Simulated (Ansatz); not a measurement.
# GaH4 (doublet): the correlation ladder, aug-cc-pVDZ

The task here is to estimate one member of a computed series from the others.

Method: aug-cc-pVDZ, core rule «outside noble gas», up to 14 orbitals frozen; program: Ansatz 0.2.0, Gaussian basis.

To be run: UHF; CCSD(T) on ROHF; CCSD(T) on UHF; BCCD(T) on ROHF; CISD as a restricted active space (open shells left free, so some higher excitations enter); CCSDT(Q) on ROHF; CCSDT(Q) on UHF; CASSCF and MRCISD+Q, 7 electrons in 8 orbitals; CASSCF and NEVPT2, 7 electrons in 8 orbitals.

9 further runs of the same task are left out: 2 for a known fault of the program, 1 that didn't finish, 6 set aside as unsound or not needed. Runs told in other sessions of the task aren't counted.

### The geometry

The geometry is a PBE0/def2-TZVP stationary point (not a proven minimum) of the parent state, kept for this charge and spin. No spin-orbit coupling is included. The filled d shell of Ga may be among the frozen orbitals whatever the setting's name suggests.

5 atoms, charge 0, spin multiplicity 2.

Atoms are counted from 1 here; the program's logs count them from 0.

Bond lengths: Ga1–H2 1.643 Å, Ga1–H3 1.643 Å, Ga1–H4 1.643 Å, Ga1–H5 1.643 Å. Angles: H2–Ga1–H3 69.0°, H2–Ga1–H4 132.8°, H2–Ga1–H5 132.8°, H3–Ga1–H4 132.8°, H3–Ga1–H5 132.8°, H4–Ga1–H5 69.0°.

Set-up of the first run:

in.yaml reads:

```yaml
crystal:
  periodic: [false, false, false]
  atoms:
    - {symbol: Ga, position_ang: [0.000000, 0.000000, 0.000000]}
    - {symbol: H, position_ang: [0.652504, 0.664105, 1.353869]}
    - {symbol: H, position_ang: [-0.662515, -0.654094, 1.353881]}
    - {symbol: H, position_ang: [-0.654085, 0.652495, -1.358743]}
    - {symbol: H, position_ang: [0.664096, -0.662506, -1.349007]}
basis:
  gaussian: {orbitals: aug-cc-pVDZ}
magnetization: {spin_polarized: true, initial_magnetization: 1}
hamiltonian: {xc: hf}
output: {orbitals: {seedname: orbitals}}
```

Command:

```bash
$ ansatz run in.yaml --threads 1 --pin off --events-out ev --progress --plain --max-ram 4160MiB --backend cpu
```

Among the steps run: UHF; CCSD(T) on ROHF; CCSD(T) on UHF; BCCD(T) on ROHF; CISD as a restricted active space (open shells left free, so some higher excitations enter); CCSDT(Q) on ROHF; CCSDT(Q) on UHF; CASSCF and MRCISD+Q, 7 electrons in 8 orbitals; CASSCF and NEVPT2, 7 electrons in 8 orbitals.

One of the session's tables, all rows but one given; the rest of the session is left out.

It belongs to the step «Misses and costs». 

```
          method  from UCCSDT(Q) (meV)
            ROHF               +3719.6
             UHF               +3479.8
            RMP2                     ?
            UMP2                +944.1
           RCCSD                +106.6
           UCCSD                 +99.8
        RCCSD(T)                 +28.4
        UCCSD(T)                 +26.5
         BCCD(T)                 +28.5
          RCCSDT                  +4.5
          UCCSDT                  +2.3
       RCCSDT(Q)                  +2.3
       UCCSDT(Q)                     0
  CASSCF valence               +1855.3
  NEVPT2 valence                +590.5
  MRCISD valence                 +73.5
MRCISD+Q valence                  +0.1
```

Estimate the missing values for RMP2.

The run gave: from UCCSDT(Q) (meV): +928.9. In the column «from UCCSDT(Q) (meV)» it lies between NEVPT2 valence (+590.5) and UMP2 (+944.1).

To keep in mind: Restricted and unrestricted rows rest on different reference determinants; a gap between their highest levels can come from leftover correlation error, from unlike frozen cores or from another state.
